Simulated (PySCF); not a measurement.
**KIn: the SCF solver's settings**

Do solver options change the result for KIn, or only the number of cycles?

Method: method and basis as typed in the scripts; program: PySCF 2.14.0.

1 further run of the same task is left out (it didn't finish).

## 1. The system as given

KIn: 2 atoms, charge 0, spin multiplicity 1.

Bond lengths: K1–In2 3.335 Å.

## 2. Base script

The input, input.py:

```python
from pyscf import gto, dft

mol = gto.M(
    atom='K 0 0 0; In 0 0 3.335',
    basis='lanl2dz',
    ecp={'K': 'lanl2dz', 'In': 'lanl2dz'},
    charge=0,
    spin=0,
    verbose=4,
)
mf = dft.RKS(mol, xc='b3lyp5')
mf.kernel()
g = mf.nuc_grad_method()
g.grid_response = True
g.kernel()
mf.dip_moment()
print('orbital energies (hartree):', mf.mo_energy[..., max(0, mol.nelec[1]-3):mol.nelec[0]+3].round(4))
```

Launch:

```bash
OMP_NUM_THREADS=1 python input.py
```

The log of this run is left out.

It gives: E(SCF) = -29.954035 Eh, 8 cycles, μ = 2.95 D, gradient on the second atom -0.0157 Eh/bohr.

The bond length is a typed value, not an optimised one.

## 3. Damping 0.95

Run 1 changes damping: none → 0.95.

The input, input.py:

```python
from pyscf import gto, dft

mol = gto.M(
    atom='K 0 0 0; In 0 0 3.335',
    basis='lanl2dz',
    ecp={'K': 'lanl2dz', 'In': 'lanl2dz'},
    charge=0,
    spin=0,
    verbose=4,
)
mf = dft.RKS(mol, xc='b3lyp5')
mf.damp = 0.95
mf.diis_start_cycle = 8
mf.kernel()
g = mf.nuc_grad_method()
g.grid_response = True
g.kernel()
mf.dip_moment()
print('orbital energies (hartree):', mf.mo_energy[..., max(0, mol.nelec[1]-3):mol.nelec[0]+3].round(4))
```

Launch:

```bash
OMP_NUM_THREADS=1 python input.py
```

## 4. DIIS space 12

Run 2 changes DIIS space: default → 12.

input.py: that of step 2 with these lines changed.

```diff
@@ -11,2 +11,3 @@
 mf = dft.RKS(mol, xc='b3lyp5')
+mf.diis_space = 12
 mf.kernel()
```

## 5. Initial guess atom

Run 3 changes initial guess: minao → atom.

input.py: that of step 2 with these lines changed.

```diff
@@ -11,2 +11,3 @@
 mf = dft.RKS(mol, xc='b3lyp5')
+mf.init_guess = 'atom'
 mf.kernel()
```

## 6. DIIS space 2

Run 4 changes DIIS space: default → 2.

input.py: that of step 2 with these lines changed.

```diff
@@ -11,2 +11,3 @@
 mf = dft.RKS(mol, xc='b3lyp5')
+mf.diis_space = 2
 mf.kernel()
```

Q: Predict the outcome of this session. Wanted: for each run, E(SCF); from base; gap; SCF dipole.

**Answer**, as computed:

```tsv
run	E(SCF) (hartree)	from base (eV)	cycles	gap (eV)	SCF dipole (D)
base	-29.954035	0	8	1.20	2.95
damping 0.95	-29.954035	0.0000	14	1.19	2.95
DIIS space 12	-29.954035	0.0000	8	1.20	2.95
initial guess atom	-29.954035	0.0000	7	1.20	2.95
DIIS space 2	-29.954035	0.0000	9	1.20	2.95
```

Distance from each run's final energy (log10 hartree) by cycle:

```tsv
run	cycle 1	cycle 2	cycle 3	cycle 5	cycle 8	cycle 12
base	-1.0	-1.2	-2.8	-6.0	< -11	done
damping 0.95	-1.0	-1.2	-1.3	-1.7	-2.0	-7.4
DIIS space 12	-1.0	-1.2	-2.8	-6.0	< -11	done
initial guess atom	-2.2	-1.6	-4.6	-8.2	done	done
DIIS space 2	-1.0	-1.2	-2.8	-5.4	-8.6	done
```

In words: With damping 0.95 or DIIS space 12 or initial guess atom or DIIS space 2 the SCF ends at the base energy. The base needs 8 cycles and the run with damping 0.95 needs 14. The cycles with DIIS space 12 repeat those of the base digit for digit, so the setting never acted.
